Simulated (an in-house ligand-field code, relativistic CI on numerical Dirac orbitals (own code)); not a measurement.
# d5 in a ligand field: terms for several parameter sets

Which terms of d5 lie lowest for given Racah parameters and ligand field?

Method: parametric ligand-field model of a d^n configuration (Racah B and C, spin-orbit zeta, crystal field), exact diagonalisation. Code: an in-house ligand-field code version 1.

## 1. Starting point

```
shell        : d5
set 1 (cm⁻¹) : B = 320, C = 1570, Oh, 10Dq = 22700
set 2 (cm⁻¹) : B = 980, C = 4700, Oh, 10Dq = 21600
set 3 (cm⁻¹) : B = 1030, C = 5330, Oh, 10Dq = 11900
set 4 (cm⁻¹) : B = 1040, C = 4010, Oh, 10Dq = 20950
set 5 (cm⁻¹) : B = 590, C = 2270, Oh, 10Dq = 15200
set 6 (cm⁻¹) : B = 480, C = 2270, Oh, 10Dq = 24300
set 7 (cm⁻¹) : B = 970, C = 4860, Oh, 10Dq = 33600
set 8 (cm⁻¹) : B = 620, C = 2450, Oh, 10Dq = 27300
```

## 2. Set 1

Settings of the run:

```ini
n = 5
racah_B = 320  # cm-1
racah_C = 1570  # cm-1
zeta = 0  # cm-1
symmetry = Oh
field = {"10Dq": 22700}  # cm-1
```

## 3. Set 2

Settings of the run:

```ini
n = 5
racah_B = 980  # cm-1
racah_C = 4700  # cm-1
zeta = 0  # cm-1
symmetry = Oh
field = {"10Dq": 21600}  # cm-1
```

## 4. Set 3

Settings of the run:

```ini
n = 5
racah_B = 1030  # cm-1
racah_C = 5330  # cm-1
zeta = 0  # cm-1
symmetry = Oh
field = {"10Dq": 11900}  # cm-1
```

## 5. Set 4

Settings of the run:

```ini
n = 5
racah_B = 1040  # cm-1
racah_C = 4010  # cm-1
zeta = 0  # cm-1
symmetry = Oh
field = {"10Dq": 20950}  # cm-1
```

## 6. Set 5

Settings of the run:

```ini
n = 5
racah_B = 590  # cm-1
racah_C = 2270  # cm-1
zeta = 0  # cm-1
symmetry = Oh
field = {"10Dq": 15200}  # cm-1
```

## 7. Set 6

Settings of the run:

```ini
n = 5
racah_B = 480  # cm-1
racah_C = 2270  # cm-1
zeta = 0  # cm-1
symmetry = Oh
field = {"10Dq": 24300}  # cm-1
```

## 8. Set 7

Settings of the run:

```ini
n = 5
racah_B = 970  # cm-1
racah_C = 4860  # cm-1
zeta = 0  # cm-1
symmetry = Oh
field = {"10Dq": 33600}  # cm-1
```

## 9. Set 8

Settings of the run:

```ini
n = 5
racah_B = 620  # cm-1
racah_C = 2450  # cm-1
zeta = 0  # cm-1
symmetry = Oh
field = {"10Dq": 27300}  # cm-1
```

(Steps that only read results are left out.)

Before running it: what results should come out? Wanted: lowest terms; sets at their largest spin, of those that allow S over 1.

The runs gave:

| set | 10Dq/B (size) | lowest | S | electrons in z² and x²-y² | first level of the same spin (cm⁻¹) |
| --- | --- | --- | --- | --- | --- |
| 1: Oh | 70.9 | 2T2 | 0.50 | 0.02 | 2A2 20652 |
| 2: Oh | 22.0 | 6A1 | 2.50 | 2.00 | - |
| 3: Oh | 11.6 | 6A1 | 2.50 | 2.00 | - |
| 4: Oh | 20.1 | 6A1 | 2.50 | 2.00 | - |
| 5: Oh | 25.8 | 2T2 | 0.50 | 0.07 | 2A2 12568 |
| 6: Oh | 50.6 | 2T2 | 0.50 | 0.03 | 2A2 21481 |
| 7: Oh | 34.6 | 2T2 | 0.50 | 0.06 | 2A2 28210 |
| 8: Oh | 44.0 | 2T2 | 0.50 | 0.03 | 2A2 24099 |

| quantity | value |
| --- | --- |
| lowest terms | 1: 2T2, 2: 6A1, 3: 6A1, 4: 6A1, 5: 2T2, 6: 2T2, 7: 2T2, 8: 2T2 |
| sets at their largest spin, of those that allow S over 1 | 2, 3, 4 |

3 of 8 sets have the highest spin that their shell allows, S = 5/2. B, C and the field are free parameters here, not those of a compound.
